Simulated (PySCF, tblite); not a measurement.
**C₅H₉BO₃Si: geometry, infrared bands and NMR shifts**

Aim: predict the infrared bands and NMR shifts of C₅H₉BO₃Si (`C[SiH2]c1ccc(B(O)O)o1`).

Programs: tblite 0.8.0 and PySCF 2.14.0, with density-fitted response routines of our own. Each step states its level of theory. These are calculated values for one molecule in the gas phase, unless marked as measured. Atoms are numbered from 0 throughout.

**1. The starting structure**

19 atoms, charge 0, multiplicity 1; geometry from: force field or distance geometry start.

Bonds of the start (Å): C0–Si1 1.88, Si1–C2 1.83, C2–C3 1.37, C3–C4 1.38, C4–C5 1.38, C5–B6 1.56, B6–O7 1.46, B6–O8 1.46, C5–O9 1.31, O9–C2 1.32, C0–H10 1.10, C0–H11 1.12, C0–H12 1.11, Si1–H13 1.47, Si1–H14 1.47, C3–H15 1.08, C4–H16 1.08, O7–H17 0.99, O8–H18 0.99.

**2. Optimising the geometry with GFN2-xTB**

Job settings and geometry (Å):

```
{"job": {"kind": "relax", "xc": "GFN2-xTB", "basis": "xTB"}, "charge": 0, "multiplicity": 1}
C      3.236800     0.213800     0.782900
Si     2.269200     0.619600    -0.779300
C      0.561300    -0.012700    -0.596300
C      0.140200    -1.299300    -0.831300
C     -1.211700    -1.324900    -0.542900
C     -1.538900    -0.034600    -0.176700
B     -2.952200     0.476800     0.238200
O     -4.084500    -0.438300     0.249000
O     -3.141800     1.870000     0.613400
O     -0.467700     0.724200    -0.206100
H      4.264600     0.589500     0.683400
H      2.735800     0.700700     1.654100
H      3.238100    -0.880800     0.946000
H      2.923600    -0.033800    -1.923400
H      2.247300     2.079800    -0.969600
H      0.748300    -2.140700    -1.128800
H     -1.874000    -2.171700    -0.611900
H     -4.106100    -0.828200     1.159500
H     -2.997900     1.899900     1.597200
```

Command:

```sh
OMP_NUM_THREADS=1 python probes_run.py task.json out
```

This one command runs all jobs of the session in turn.

Output:

```text
step      E/eV     max force
  0    -829.19827    2.494
  1    -829.49332    1.391
  2    -829.58206    0.536
  3    -829.60355    0.532
  4    -829.62762    0.358
  5    -829.65138    0.500
  6    -829.67736    0.470
  7    -829.70276    0.504
  8    -829.73490    0.451
  9    -829.78225    0.591
 10    -829.84381    0.792
 11    -829.91890    0.981
 12    -829.92537    1.862
 13    -830.05729    0.850
 14    -830.11452    0.639
 15    -830.18789    1.947
 16    -830.26973    0.831
 17    -830.30860    0.578
 18    -830.37419    1.431
 19    -830.41029    0.602
 20    -830.44070    0.368
 21    -830.47443    0.277
 22    -830.48641    0.279
 23    -830.50749    0.274
 24    -830.52291    0.249
 25    -830.53317    0.196
 26    -830.53874    0.155
 27    -830.54324    0.138
 28    -830.54725    0.166
 29    -830.55083    0.165
 30    -830.55394    0.112
 31    -830.55704    0.121
 32    -830.56005    0.163
 33    -830.56292    0.158
 34    -830.56592    0.171
 35    -830.56918    0.129
 36    -830.57215    0.154
 37    -830.57459    0.133
 38    -830.57675    0.137
 39    -830.57947    0.159
 40    -830.58269    0.148
 41    -830.58575    0.115
 42    -830.58762    0.101
 43    -830.58892    0.087
 44    -830.58990    0.072
 45    -830.59070    0.061
 46    -830.59113    0.042
 47    -830.59139    0.042
 48    -830.59164    0.043
 49    -830.59191    0.043
 50    -830.59214    0.039
 51    -830.59231    0.031
 52    -830.59244    0.040
 53    -830.59256    0.037
 54    -830.59267    0.027
 55    -830.59278    0.029
 56    -830.59291    0.034
 57    -830.59307    0.044
 58    -830.59324    0.040
 59    -830.59342    0.031
 60    -830.59360    0.032
 61    -830.59379    0.045
 62    -830.59400    0.056
 63    -830.59422    0.046
 64    -830.59445    0.035
 65    -830.59472    0.040
 66    -830.59503    0.050
 67    -830.59529    0.043
 68    -830.59543    0.034
 69    -830.59552    0.031
 70    -830.59564    0.033
 71    -830.59579    0.044
 72    -830.59593    0.033
 73    -830.59606    0.026
 74    -830.59619    0.033
 75    -830.59633    0.037
 76    -830.59646    0.035
 77    -830.59654    0.021
 78    -830.59659    0.016
 79    -830.59662    0.017
 80    -830.59665    0.021
 81    -830.59669    0.016
 82    -830.59672    0.015
 83    -830.59675    0.013
 84    -830.59676    0.012
 85    -830.59678    0.010
```

It took 1.2 s on 1 thread of Arm Neoverse N1, shared host.

The steps of the relaxation: (not every step is listed)

```tsv
step	energy from step 0 (eV)	largest force (eV/Å)
0	0.0000	2.4939
1	-0.2951	1.3905
2	-0.3838	0.5360
3	-0.4053	0.5317
4	-0.4293	0.3581
5	-0.4531	0.5001
6	-0.4791	0.4697
7	-0.5045	0.5042
8	-0.5366	0.4511
15	-0.9896	1.9465
22	-1.2881	0.2791
29	-1.3526	0.1655
36	-1.3739	0.1537
43	-1.3907	0.0874
50	-1.3939	0.0392
57	-1.3948	0.0444
64	-1.3962	0.0348
71	-1.3975	0.0436
78	-1.3983	0.0162
80	-1.3984	0.0212
81	-1.3984	0.0164
82	-1.3985	0.0146
83	-1.3985	0.0126
84	-1.3985	0.0116
85	-1.3985	0.0099
```

Close pairs (by a distance rule), those that changed most:

```tsv
bond	before (Å)	after (Å)	change (Å)
B6–O8	1.455	1.355	-0.100
B6–O7	1.456	1.359	-0.097
Si1–C2	1.830	1.875	+0.045
C5–O9	1.313	1.353	+0.040
O8–H18	0.995	0.958	-0.037
O7–H17	0.991	0.958	-0.033
C0–H11	1.117	1.087	-0.030
C2–O9	1.324	1.347	+0.022
```

The next job starts from the end point, and lists it.

**3. Harmonic vibrations with GFN2-xTB**

Job settings and geometry (Å):

```
{"job": {"kind": "ir", "xc": "GFN2-xTB", "basis": "xTB"}, "charge": 0, "multiplicity": 1}
C      3.322395     0.288224     0.787610
Si     2.317361     0.631742    -0.789213
C      0.629448    -0.172194    -0.645636
C      0.145185    -1.411316    -0.985568
C     -1.207089    -1.429154    -0.608240
C     -1.483933    -0.197502    -0.056532
B     -2.810873     0.367717     0.527226
O     -3.877482    -0.473469     0.573707
O     -2.844079     1.653726     0.952809
O     -0.358534     0.553254    -0.087494
H      4.316201     0.721094     0.722997
H      2.835788     0.708983     1.663383
H      3.438331    -0.778908     0.957233
H      3.002633     0.044259    -1.949169
H      2.136353     2.074685    -0.973425
H      0.701876    -2.201924    -1.447352
H     -1.907264    -2.231843    -0.718389
H     -4.691151    -0.115585     0.931470
H     -3.674969     1.977459     1.301926
```

Output:

```text
mode    cm-1     km/mol
  1     -16.4      0.43
  2      41.6      0.14
  3      80.3      1.88
  4      85.4      2.63
  5     121.4      1.18
  6     135.3      9.63
  7     186.7      2.31
  8     239.7      1.90
  9     311.8     15.49
 10     394.0      1.69
 11     458.2     35.46
 12     464.3     26.89
 13     496.1     25.05
 14     505.2      0.04
 15     579.4     16.06
 16     581.7    336.16
 17     593.3     53.42
 18     607.4     17.43
 19     659.0      4.16
 20     687.2    148.19
 21     749.4     94.10
 22     766.9    257.18
 23     821.6      9.55
 24     824.9     76.49
 25     832.2    242.63
 26     851.4      0.04
 27     910.3     23.85
 28     920.3    244.85
 29     935.6     96.04
 30     960.0     47.45
 31    1044.5     22.91
 32    1107.2      3.65
 33    1162.8    103.16
 34    1209.3     31.16
 35    1251.3    450.73
 36    1287.7    313.21
 37    1361.2      1.38
 38    1366.7      8.94
 39    1443.8     61.84
 40    1482.7      0.24
 41    1485.8      0.26
 42    1538.8     61.62
 43    2209.3    348.10
 44    2242.4    271.93
 45    3034.2     29.17
 46    3035.9     18.73
 47    3044.2     27.49
 48    3168.3     22.60
 49    3183.6     25.80
 50    3603.9      3.77
 51    3608.8      5.06
```

It took 1.4 s on 1 thread of Arm Neoverse N1, shared host.

Which atoms move in the most intense modes:

```tsv
cm⁻¹	km/mol	atoms
582	336.2	B6 27 %, H18 25 %, H17 23 %, O8 11 %
767	257.2	H13 39 %, H14 38 %, Si1 14 %
832	242.6	H10 38 %, C0 15 %, H11 15 %
920	244.8	H18 50 %, H17 37 %
1251	450.7	B6 72 %, O7 13 %, O8 13 %
1288	313.2	B6 40 %, C5 24 %, C4 11 %
2209	348.1	H13 96 %
2242	271.9	H14 96 %
```

**4. NMR shieldings: PBE0/pcSseg-1**

The job, as its differences from that of step 3:

```diff
@@ -1,2 +1,2 @@
-{"job": {"kind": "ir", "xc": "GFN2-xTB", "basis": "xTB"}, "charge": 0, "multiplicity": 1}
+{"job": {"kind": "nmr", "xc": "PBE0", "basis": "pcSseg-1"}, "charge": 0, "multiplicity": 1}
 C      3.322395     0.288224     0.787610
```

Level: GIAO PBE0/pcSseg-1 NMR shielding, non-relativistic, gas phase.

Output:

```text
coarse grid: 16984 points
cycle   1  E = -735.1276690977  dE =  1.647e+00  |g| = 9.577e-01  |ddm| = 4.028e+00
cycle   2  E = -735.0104488385  dE =  1.172e-01  |g| = 1.269e+00  |ddm| = 1.430e+00
cycle   3  E = -735.2981416917  dE = -2.877e-01  |g| = 1.123e-01  |ddm| = 8.259e-01
cycle   4  E = -735.2999561778  dE = -1.814e-03  |g| = 6.305e-02  |ddm| = 1.120e-01
cycle   5  E = -735.3007116797  dE = -7.555e-04  |g| = 1.950e-02  |ddm| = 5.849e-02
cycle   6  E = -735.3007901750  dE = -7.850e-05  |g| = 5.045e-03  |ddm| = 2.009e-02
cycle   7  E = -735.3007960984  dE = -5.923e-06  |g| = 1.061e-03  |ddm| = 4.888e-03
final grid: 161152 points
cycle   8  E = -735.3866612035  dE = -3.671e-05  |g| = 1.289e-02  |ddm| = 3.041e-02
cycle   9  E = -735.3866166342  dE =  4.457e-05  |g| = 2.028e-02  |ddm| = 1.934e-02
cycle  10  E = -735.3866916507  dE = -7.502e-05  |g| = 2.567e-03  |ddm| = 1.272e-02
cycle  11  E = -735.3866931712  dE = -1.521e-06  |g| = 3.565e-04  |ddm| = 2.402e-03
cycle  12  E = -735.3866931921  dE = -2.086e-08  |g| = 1.593e-04  |ddm| = 3.415e-04
cycle  13  E = -735.3866931978  dE = -5.741e-09  |g| = 3.436e-05  |ddm| = 1.489e-04
cycle  14  E = -735.3866931981  dE = -2.628e-10  |g| = 1.316e-05  |ddm| = 4.428e-05
converged SCF energy = -735.3866931981

GIAO shielding tensors (ppm)
atom      isotropic    diamagn.    paramagn.     s11        s22        s33       span
  0 C      190.554     252.404     -61.850    184.842    189.003    197.816     12.974
  1 Si     405.722     881.502    -475.781    386.709    408.261    422.195     35.486
  2 C       22.749     256.938    -234.188    -55.881     15.937    108.192    164.074
  3 C       58.526     257.269    -198.743    -38.733     59.654    154.658    193.391
  4 C       55.081     257.526    -202.445    -44.773     51.203    158.814    203.586
  5 C       23.304     253.398    -230.093    -47.556     13.145    104.324    151.879
  6 B       78.974     195.417    -116.443     63.143     81.378     92.401     29.258
  7 O      224.987     382.530    -157.543    146.438    259.057    269.466    123.028
  8 O      221.363     386.799    -165.437    141.721    256.771    265.596    123.875
  9 O       -5.097     398.787    -403.884   -165.660   -105.030    255.400    421.060
 10 H       31.617      26.812       4.805     27.343     27.726     39.782     12.440
 11 H       31.273      31.996      -0.723     26.397     29.751     37.670     11.273
 12 H       31.481      30.736       0.745     26.871     29.594     37.977     11.105
 13 H       27.061      28.966      -1.906     23.496     25.714     31.972      8.476
 14 H       26.932      29.262      -2.330     23.335     25.828     31.633      8.298
 15 H       24.637      33.690      -9.052     22.503     24.061     27.348      4.844
 16 H       24.205      33.004      -8.799     21.866     23.641     27.108      5.242
 17 H       28.438      28.446      -0.008     22.376     24.335     38.604     16.229
 18 H       28.304      29.809      -1.506     22.299     24.251     38.362     16.064
```

Run time: 78 s. Hardware: 1 thread of Arm Neoverse N1, shared host; peak memory 0.99 GiB.

Shifts follow as δ = σ(reference) − σ, with reference shieldings (ppm) from runs at the same level and on the same kind of geometry: ¹H TMS 31.72, ¹³C TMS 186.9, ²⁹Si TMS 349.2, ¹⁷O H2O 336.1, ¹¹B BF3·OEt2 100.1. The references are single molecules in the gas phase, so shifts against H2O, NH3, PH3, H3PO4 or CFCl3 are not on the usual liquid scales and can be off by tens of ppm. Atoms listed in one row are averaged.

```tsv
atoms	environment	σ (ppm)	δ (ppm)	δ scaled to CDCl3
C2	substituted aromatic carbon next to the ring oxygen	22.7	164.2	158.3
C5	substituted aromatic carbon next to the ring oxygen	23.3	163.6	157.8
C4	aromatic CH	55.1	131.8	126.8
C3	aromatic CH	58.5	128.4	123.4
C0	methyl carbon bonded to Si	190.6	-3.6	-5.5
H16	hydrogen on an aromatic CH	24.21	7.51	7.19
H15	hydrogen on an aromatic CH	24.64	7.08	6.78
H13, H14	hydrogen on a silicon bonded to 2 C	27.00	4.72	–
H17, H18	hydrogen on an oxygen bonded to B	28.37	3.35	–
H10, H11, H12	hydrogen on a methyl carbon bonded to Si	31.46	0.26	0.35
Si1	silicon bonded to 2 C, 2 H	405.7	-56.6	–
B6	boron bonded to C, 2 O	79.0	21.1	–
O9	aromatic ring oxygen	-5.1	341.2	–
O7, O8	oxygen bonded to B, H	223.2	112.9	–
```

The scaled column applies a straight-line fit of computed shieldings to shifts measured in CDCl3 (root-mean-square error 0.16 ppm for H, 1.9 ppm for C).

Charges from the same density, by scheme (e):

```tsv
atoms	Mulliken	IAO	Hirshfeld	ESP fit
C0	-0.62	-0.72	-0.21	-0.47
Si1	0.69	0.77	0.34	0.61
C2	-0.07	-0.12	-0.04	-0.10
C3	-0.13	-0.21	-0.09	-0.19
C4	-0.13	-0.19	-0.08	-0.32
C5	0.06	0.01	-0.03	0.13
B6	0.52	0.48	0.23	0.60
O7, O8	-0.40	-0.54	-0.26	-0.72
O9	-0.38	-0.21	-0.06	-0.15
```

Mayer bond orders: C0–Si1 0.96, Si1–C2 0.86, C2–C3 1.51, C3–C4 1.30, C4–C5 1.52, C5–B6 0.92, B6–O7 1.22, B6–O8 1.27, C5–O9 1.02, O9–C2 1.06.

Ring of atoms C2, C3, C4, C5, O9: NICS(0) -11.2, NICS(1) -11.0, NICS(1)zz -27.7 ppm (means of both faces).

**5. Summary of results**

| quantity | value |
| --- | --- |
| strongest single infrared mode (GFN2-xTB) | 1251 cm⁻¹, 451 km/mol |
| zero-point energy (GFN2-xTB) | 83.9 kcal/mol |
| ¹³C shifts against TMS (PBE0/pcSseg-1) | 164.2, 163.6, 131.8, 128.4, -3.6 ppm |
| ¹H shifts against TMS (PBE0/pcSseg-1, means over atoms taken as alike) | 7.51, 7.08, 4.72, 3.35, 0.26 ppm |
| ²⁹Si shifts against TMS (PBE0/pcSseg-1) | -56.6 ppm |
| ¹¹B shifts against BF3·OEt2 (PBE0/pcSseg-1) | 21.1 ppm |
| ¹⁷O shifts against H2O (PBE0/pcSseg-1, means over atoms taken as alike) | 341.2, 112.9 ppm |

What this shows: Relaxing lowered the energy by 1.399 eV in 85 steps; the close pair that moved most is B6–O8, from 1.455 to 1.355 Å. The lowest mode is slightly imaginary (16i cm⁻¹), a soft motion within the noise of the Hessian, so the minimum is not strictly shown. The strongest single mode, at 1251 cm⁻¹, moves mainly B6. Unscaled tight-binding wavenumbers are off by several per cent, some by more. Its intensities can rank the bands wrongly. At PBE0/pcSseg-1: Shielding is most anisotropic at O9 (span 421 ppm, paramagnetic term -404 ppm). NICS(1)zz of -28 ppm above the planar ring from C2 marks a diatropic (aromatic) ring current.
